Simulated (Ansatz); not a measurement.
# Cu: the cost of one run

Method: DFT PBEsol, scalar-relativistic, plane waves, PAW, in Ansatz 0.2.0.

### Step 1. The structure to begin with

It takes space group P3m1 (No. 156, trigonal). The conventional cell has a = 5.112 Å, b = 5.112 Å, c = 24.261 Å, α = 90.00°, β = 90.00°, γ = 120.00°. Around Cu (site symmetry 3m) lie 9 Cu at 2.56 Å. Around Cu (site symmetry m) lie 9 Cu at 2.56 Å. Cu (site symmetry m) has 12 Cu at 2.56 Å as nearest neighbours. Around Cu (site symmetry 3m) lie 12 Cu at 2.56 Å. Cu (site symmetry m) is surrounded by 11 Cu at 2.56 Å. Cu (site symmetry m) has 7 Cu at 2.56 Å as nearest neighbours.

As a file:

```
CELL_PARAMETERS angstrom
5.11238 0.00000 0.00000
-2.55619 4.42745 0.00000
0.00000 0.00000 24.26136
ATOMIC_POSITIONS crystal
Cu 0.33333 0.16667 0.37096
Cu 0.33333 0.66667 0.37096
Cu 0.83333 0.16667 0.37096
Cu 0.83333 0.66667 0.37096
Cu 0.16667 0.33333 0.45699
Cu 0.16667 0.83333 0.45699
Cu 0.66667 0.33333 0.45699
Cu 0.66667 0.83333 0.45699
Cu 0.00000 0.00000 0.54301
Cu 0.00000 0.50000 0.54301
Cu 0.50000 0.00000 0.54301
Cu 0.50000 0.50000 0.54301
Cu 0.33333 0.66667 0.62904
Cu 0.83333 0.16667 0.62904
Cu 0.83333 0.66667 0.62904
```

Slab cut from the bulk at the bulk's listed lattice constants, lower half held.

### Step 2. Relaxing the atoms

Contents of input.yaml:

```yaml
crystal:
  lattice:
    - [5.11238202, 0.0, 0.0]
    - [-2.55619102, 4.42745272, 0.0]
    - [0.0, 0.0, 24.2613635166]
  atoms:
    - { symbol: Cu, position: [0.333333335, 0.166666665, 0.3709601892] }
    - { symbol: Cu, position: [0.333333335, 0.666666665, 0.3709601892] }
    - { symbol: Cu, position: [0.833333335, 0.166666665, 0.3709601892] }
    - { symbol: Cu, position: [0.833333335, 0.666666665, 0.3709601892] }
    - { symbol: Cu, position: [0.166666665, 0.333333335, 0.4569867297] }
    - { symbol: Cu, position: [0.166666665, 0.833333335, 0.4569867297] }
    - { symbol: Cu, position: [0.666666665, 0.333333335, 0.4569867297] }
    - { symbol: Cu, position: [0.666666665, 0.833333335, 0.4569867297] }
    - { symbol: Cu, position: [0.0, 0.0, 0.5430132703] }
    - { symbol: Cu, position: [0.0, 0.5, 0.5430132703] }
    - { symbol: Cu, position: [0.5, 0.0, 0.5430132703] }
    - { symbol: Cu, position: [0.5, 0.5, 0.5430132703] }
    - { symbol: Cu, position: [0.333333335, 0.666666665, 0.6290398108] }
    - { symbol: Cu, position: [0.833333335, 0.166666665, 0.6290398108] }
    - { symbol: Cu, position: [0.833333335, 0.666666665, 0.6290398108] }
basis:
  ecutwfc: 420.0
  fft_grid_basis: typed
kpoints:
  mp_grid: { grid: [6, 6, 1] }
hamiltonian:
  xc: pbesol
  pseudopotentials: { kind: paw }
scf:
  occupations: { method: gaussian, width: 0.1 }
output:
  forces: true
  eigenvalues: true
efield:
  axis: 3
  dipole_correction: true
  ramp_width: 0.04
relax:
  adjacent_minimum: "off"
  f_tol: 0.04
  max_steps: 40
  constraints: [{ sites: [0, 1, 2, 3, 4, 5, 6, 7] }]
```

Command:

```sh
ansatz run input.yaml --threads 4 --pin off --max-ram 8847MiB --backend cpu --events-out ev --progress --plain --runs-dir out
```

Q: Estimate wall time and peak memory on 4 threads of AMD EPYC 7R43 (Zen 3), shared host.

About 1.8 min, with a peak of 2.2 GiB.
